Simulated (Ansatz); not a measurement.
# SiIr3Ru: the cost of one run

Method: DFT PBE, scalar-relativistic, plane waves, PAW, in Ansatz 0.2.0.

1 further run of the same task is left out (it didn't finish).

### Step 1. Starting point

The structure is cubic, space group Pm-3m (No. 221). Conventional cell: a = 4.128 Å, b = 4.128 Å, c = 4.128 Å, α = 90.00°, β = 90.00°, γ = 90.00°. Around Si (site symmetry m-3m) lie 12 Ir at 2.92 Å. Around Ru (site symmetry m-3m) lie 6 Ir at 2.06 Å. Ir (site symmetry 4/mmm) has 2 Ru at 2.06 Å and 4 Si at 2.92 Å and 8 Ir at 2.92 Å as nearest neighbours.

Coordinates:

```cif
data_structure
_symmetry_space_group_name_H-M 'Pm-3m'
_symmetry_Int_Tables_number 221
_cell_length_a 4.1279
_cell_length_b 4.1279
_cell_length_c 4.1279
_cell_angle_alpha 90.000
_cell_angle_beta 90.000
_cell_angle_gamma 90.000
_cell_volume 70.34
loop_
_atom_site_label
_atom_site_type_symbol
_atom_site_symmetry_multiplicity
_atom_site_Wyckoff_symbol
_atom_site_fract_x
_atom_site_fract_y
_atom_site_fract_z
_atom_site_occupancy
Si1 Si 1 a 0.00000 0.00000 0.00000 1
Ru1 Ru 1 b 0.50000 0.50000 0.50000 1
Ir1 Ir 3 c 0.00000 0.50000 0.50000 1
```

The cell is invented: species swapped into a database cell of EuBPd3 (Pm-3m, No. 221), with Si on the Eu sites, Ru on the B sites and Ir on the Pd sites. The dimensions are guesses.

### Step 2. Probe: one point on a coarse mesh

Contents of input.yaml:

```yaml
crystal:
  lattice:
    - [4.12787119, 0.0, 0.0]
    - [0.0, 4.12787119, 0.0]
    - [0.0, 0.0, 4.12787119]
  atoms:
    - { symbol: Si, position: [0.0, 0.0, 0.0] }
    - { symbol: Ru, position: [0.5, 0.5, 0.5] }
    - { symbol: Ir, position: [0.0, 0.5, 0.5] }
    - { symbol: Ir, position: [0.5, 0.5, 0.0] }
    - { symbol: Ir, position: [0.5, 0.0, 0.5] }
basis:
  ecutwfc: 420
kpoints:
  mp_grid: { grid: [4, 4, 4] }
hamiltonian:
  xc: pbe
scf:
  occupations: { method: gaussian, width: 0.1 }
  lower_state_search: "off"
output:
  forces: true
  stress: true
  eigenvalues: true
```

On the command line:

```
$ ansatz run input.yaml --threads 1 --pin off --max-ram 2560MiB --backend cpu --events-out ev --progress --plain --runs-dir out
```

Q: Estimate wall time and peak memory on 1 thread of Arm Neoverse V2, shared host.

About 2.1 s, with a peak of 0.33 GiB.
